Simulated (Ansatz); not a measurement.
# Bi4F: the cost of one run

Computed with Ansatz 0.2.0 (DFT PBE, scalar-relativistic, plane waves, PAW, unless a step's input says otherwise).

2 further runs of the same task are left out: 1 that didn't finish, 1 set aside as unsound or not needed.

## 1. The structure to begin with

It takes space group P-43m (No. 215, cubic). Conventional cell: a = 5.292 Å, b = 5.292 Å, c = 5.292 Å, α = 90.00°, β = 90.00°, γ = 90.00°. Around Bi (site symmetry 3m) lie 1 F at 2.29 Å. Around F (site symmetry -43m) lie 4 Bi at 2.29 Å.

Coordinates:

```cif
data_structure
_symmetry_space_group_name_H-M 'P 1'
_symmetry_Int_Tables_number 1
_cell_length_a 5.2923
_cell_length_b 5.2923
_cell_length_c 5.2923
_cell_angle_alpha 90.000
_cell_angle_beta 90.000
_cell_angle_gamma 90.000
_cell_volume 148.23
loop_
_atom_site_label
_atom_site_type_symbol
_atom_site_fract_x
_atom_site_fract_y
_atom_site_fract_z
_atom_site_occupancy
Bi1 Bi 0.25000 0.25000 0.25000 1
Bi2 Bi 0.75000 0.75000 0.25000 1
Bi3 Bi 0.25000 0.75000 0.75000 1
Bi4 Bi 0.75000 0.25000 0.75000 1
F1 F 0.00000 0.00000 0.00000 1
```

A structure generator made this guess: species swapped into a database cell of SnI4 (P-43m, No. 215), with F on the Sn sites and Bi on the I sites. Its size is a rough estimate.

## 2. Probe: one point on a coarse mesh

Input file input.yaml:

```yaml
crystal:
  lattice:
    - [5.29233771, 0.0, 0.0]
    - [0.0, 5.29233771, 0.0]
    - [0.0, 0.0, 5.29233771]
  atoms:
    - { symbol: Bi, position: [0.25, 0.25, 0.25] }
    - { symbol: Bi, position: [0.75, 0.75, 0.25] }
    - { symbol: Bi, position: [0.25, 0.75, 0.75] }
    - { symbol: Bi, position: [0.75, 0.25, 0.75] }
    - { symbol: F, position: [0.0, 0.0, 0.0] }
basis:
  ecutwfc: 420
kpoints:
  mp_grid: { grid: [4, 4, 4] }
hamiltonian:
  xc: pbe
scf:
  occupations: { method: gaussian, width: 0.1 }
  lower_state_search: "off"
output:
  forces: true
  stress: true
  eigenvalues: true
```

The run is started by

```bash
ansatz run input.yaml --threads 1 --pin off --max-ram 2048MiB --backend cpu --events-out ev --progress --plain --runs-dir out
```

**Question.** How long does this run take on 1 thread of Arm Neoverse V1, shared host, and how much memory does it need?

About 4.9 s, with a peak of 0.33 GiB.
